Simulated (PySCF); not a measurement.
# C3H6ClFSi: the cost of one run

Programs: PySCF 2.14.0, with density-fitted response routines of our own. Each step states its level of theory. These are calculated values for one molecule in the gas phase, unless marked as measured. Atoms are numbered from 0 throughout.

## Step 1: The molecule as given

12 atoms, charge 0, multiplicity 1; geometry from: GFN2-xTB. The atoms were then displaced at random by about 0.01 Å, so the start is not that level's minimum.

Bonds of the start (Å): C0–C1 1.35, C1–F2 1.37, C1–Si3 1.87, Si3–C4 1.93, C4–Cl5 1.78, C0–H6 1.05, C0–H7 1.10, Si3–H8 1.45, Si3–H9 1.46, C4–H10 1.09, C4–H11 1.11.

## Step 2: Relaxing the molecule at PBE0-D3(BJ)/def2-SVP

Job settings and geometry (Å):

```
{"job": {"xc": "PBE0", "basis": "def2-SVP", "d3": "d3bj", "grid": 1, "shake": 0.01, "kind": "geom"}, "charge": 0, "multiplicity": 1}
C      2.287180     0.529340     0.129030
C      1.008100     0.692270    -0.273430
F      0.540840     1.954290    -0.530440
Si    -0.270490    -0.635270    -0.571790
C     -1.794970    -0.192560     0.532920
Cl    -3.058440    -1.429630     0.337600
H      2.666270    -0.425830     0.328680
H      2.943450     1.401210     0.247730
H     -0.733100    -0.590830    -1.947230
H      0.247910    -1.930990    -0.156440
H     -2.257410     0.761950     0.284390
H     -1.539660    -0.162230     1.609950
```

Run with:

```bash
> OMP_NUM_THREADS=1 python probes_run.py task.json out
```

The driver reads the jobs from task.json and runs them one after another.

Q: Estimate the wall time and peak memory of this first job on 1 thread of Arm Neoverse V1, shared host.

About 54 s, with a peak of 0.5 GiB.
